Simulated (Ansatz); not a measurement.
# YS: how the settings move a single-point run

How sensitive is a single-point run of YS to its settings? A reference run comes first, then one run with altered input.

Program: Ansatz 0.2.0. Level of theory: reference: DFT, PBEsol, all-electron PAW with datasets made for the crystal, scalar-relativistic. These are calculated values, not measurements.

1 further run of the same task is left out (it didn't finish). Runs told in other sessions of the task aren't counted.

**1. Starting point**

Symmetry: I4mm, No. 107, tetragonal system. The conventional cell has a = 3.880 Å, b = 3.880 Å, c = 5.487 Å, α = 90.00°, β = 90.00°, γ = 90.00°. Y (site symmetry 4mm) is surrounded by 1 S at 2.09 Å. Around S (site symmetry 4mm) lie 1 Y at 2.09 Å.

As a file:

```
CELL_PARAMETERS angstrom
0.00000 2.74365 2.74365
2.74365 0.00000 2.74365
2.74365 2.74365 0.00000
ATOMIC_POSITIONS crystal
Y 0.44000 0.44000 0.56000
S 0.06000 0.06000 0.94000
```

**2. Reference**

Input file input.yaml:

```yaml
crystal:
  lattice:
    - [0.0, 2.74365, 2.74365]
    - [2.74365, 0.0, 2.74365]
    - [2.74365, 2.74365, 0.0]
  atoms:
    - { symbol: "Y", position: [0.44, 0.44, 0.56] }
    - { symbol: S, position: [0.06, 0.06, -0.06] }
kpoints:
  mp_grid: { grid: [7, 7, 7] }
scf:
  occupations: { method: fermi_dirac, width: 0.03 }
hamiltonian:
  xc: pbesol
  pseudopotentials: { kind: all_electron, datasets: crystal }
output:
  forces: true
  stress: true
  eigenvalues: true
  efg: { contact_densities: true }
```

Run with:

```bash
$ ansatz run input.yaml --threads 1 --pin off --max-ram 2048MiB --backend cpu --events-out ev --progress --plain --runs-dir out
```

**3. Changing settings: dr2_threshold 1.0e-09, lower_state_search light**

input.yaml: that of step 2 with these lines changed.

```diff
@@ -12,2 +12,4 @@
   occupations: { method: fermi_dirac, width: 0.03 }
+  convergence: { dr2_threshold: 1.0e-09 }
+  lower_state_search: light
 hamiltonian:
```

**Question.** What will these runs give? Wanted: for each run, ending; energy change; pressure; gap; force.

The runs gave:

```csv
run,ending,energy change,pressure (GPa),gap (eV),force (eV/Å),cycles,time
reference,converged,0,22.5,0.00,10.27,8,11 s
"1: dr2_threshold 1.0e-09, lower_state_search light",converged,0.0 meV/atom,22.5,0.00,10.27,9,11 s
```

Residual by cycle in the longest SCF loop of each run; runs are numbered as in the table. The quantity is the density residual dr2, in eV.

```csv
cycle,reference,run 1
1,1.48,1.48
2,0.376,0.376
3,0.0123,0.0123
4,0.00245,0.00245
5,1.7e-4,1.7e-4
6,1.2e-5,1.1e-5
7,2.3e-7,3.1e-7
8,2.3e-8,6.3e-8
9,-,7.1e-10
```

**Reading.** Changing the convergence setting and search for lower states hardly moves the energy: 0.0 meV/atom. Cost: 9 SCF cycles against 8. The structure is not at rest: the sound run finds 23 GPa, so these are no properties of the relaxed crystal. 
